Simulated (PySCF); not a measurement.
# CH5BrGe: the cost of one run

Programs: PySCF 2.14.0, with density-fitted response routines of our own. Each step states its level of theory. These are calculated values for one molecule in the gas phase, unless marked as measured. Atoms count from 0, in the outputs and in this text.

### 1 The starting structure

8 atoms, charge 0, multiplicity 1; geometry from: PBE0-D3(BJ)/def2-SVP.

Bonds of the start (Å): C0–Ge1 1.94, Ge1–Br2 2.32, C0–H3 1.10, C0–H4 1.10, C0–H5 1.10, Ge1–H6 1.54, Ge1–H7 1.54.

### 2 NMR shieldings: HF/pcSseg-2

What the job is given:

```
{"job": {"kind": "nmr", "xc": "HF", "basis": "pcSseg-2", "pop": false}, "charge": 0, "multiplicity": 1}
C     -0.788464     0.860398     0.425900
Ge     0.944828    -0.012420     0.393626
Br     2.515203     1.533827     1.112910
H     -1.014733     1.195102     1.447936
H     -1.568735     0.157201     0.097779
H     -0.784452     1.732207    -0.242407
H      1.022892    -1.199104     1.368989
H      1.370555    -0.438465    -1.021355
```

Method: GIAO HF/pcSseg-2 NMR shielding, non-relativistic, gas phase.

Started as:

```
$ OMP_NUM_THREADS=1 python probes_run.py task.json out
```

This one command runs all jobs of the session in turn.

Q: Estimate the wall time and peak memory of this first job on 1 thread of Arm Neoverse V2, shared host.

About 15 s, with a peak of 0.94 GiB.
